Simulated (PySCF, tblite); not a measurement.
# C7H8OS: geometry, infrared bands and NMR shifts

Wanted: the infrared bands and NMR shifts of C7H8OS (`C#CCC[S@](=O)CC#C`), by calculation.

Programs: tblite 0.8.0 and PySCF 2.14.0, with density-fitted response routines of our own. Each step states its level of theory. These are calculated values for one molecule in the gas phase, unless marked as measured. Atoms are numbered from 0 throughout.

### Step 1. The starting structure

17 atoms, charge 0, multiplicity 1; geometry from: force field or distance geometry start.

Bonds of the start (Å): C0–C1 1.22, C1–C2 1.48, C2–C3 1.52, C3–S4 1.77, S4–O5 1.49, S4–C6 1.76, C6–C7 1.47, C7–C8 1.21, C0–H9 1.05, C2–H10 1.12, C2–H11 1.10, C3–H12 1.10, C3–H13 1.12, C6–H14 1.12, C6–H15 1.10, C8–H16 1.05.

### Step 2. Optimising the geometry with GFN2-xTB

What the job is given:

```
{"job": {"kind": "relax", "xc": "GFN2-xTB", "basis": "xTB"}, "charge": 0, "multiplicity": 1}
C      3.488200    -0.495600    -1.375400
C      2.557600    -0.250700    -0.627000
C      1.453300     0.051500     0.303200
C      0.551900     1.121900    -0.281100
S     -0.815500     1.547000     0.767500
O     -0.554800     2.560500     1.826000
C     -1.945100     0.254500     1.155000
C     -2.501500    -0.249900    -0.112300
C     -2.974100    -0.654700    -1.147200
H      4.278100    -0.705200    -2.026900
H      0.893300    -0.903000     0.497200
H      1.900300     0.379600     1.254800
H      0.238300     0.845900    -1.293400
H      1.196900     2.038300    -0.362400
H     -2.812300     0.707200     1.699300
H     -1.556000    -0.586100     1.751200
H     -3.405500    -0.999500    -2.038300
```

Command:

```bash
$ OMP_NUM_THREADS=1 python probes_run.py task.json out
```

The driver reads the jobs from task.json and runs them one after another.

**Question.** This job is followed by: GFN2-xTB harmonic vibrations, gas phase; GIAO PBE0/pcSseg-1 NMR shielding, non-relativistic, gas phase. Predict these results of the whole session: strongest single infrared mode (GFN2-xTB); zero-point energy (GFN2-xTB); 13C shifts against TMS (PBE0/pcSseg-1); 1H shifts against TMS (PBE0/pcSseg-1); 33S shifts against CS2 (PBE0/pcSseg-1); 17O shifts against H2O (PBE0/pcSseg-1); surface potential, 1st and 99th percentile.

As calculated:

| quantity | value |
| --- | --- |
| strongest single infrared mode (GFN2-xTB) | 1130 cm⁻¹, 275 km/mol |
| zero-point energy (GFN2-xTB) | 77.7 kcal/mol |
| 13C shifts against TMS (PBE0/pcSseg-1) | 87.3, 84.4, 80.2, 75.8, 52.1, 45.8, 7.0 ppm |
| 1H shifts against TMS (PBE0/pcSseg-1) | 3.61, 3.42, 3.40, 3.03, 2.71, 2.23, 1.96, 1.42 ppm |
| 33S shifts against CS2 (PBE0/pcSseg-1) | 336 ppm |
| 17O shifts against H2O (PBE0/pcSseg-1) | 67.5 ppm |
| surface potential, 1st and 99th percentile | -1.82 V and 1.66 V |

What this shows: Over 75 steps the energy fell by 1.704 eV; of the close pairs, S4–C6 changed most, 1.760 to 1.884 Å. All 45 modes are real, so the xTB geometry is a minimum. The strongest single mode, at 1130 cm⁻¹, moves mainly O5. Unscaled tight-binding wavenumbers are off by several per cent, some by more. Its intensities can rank the bands wrongly.
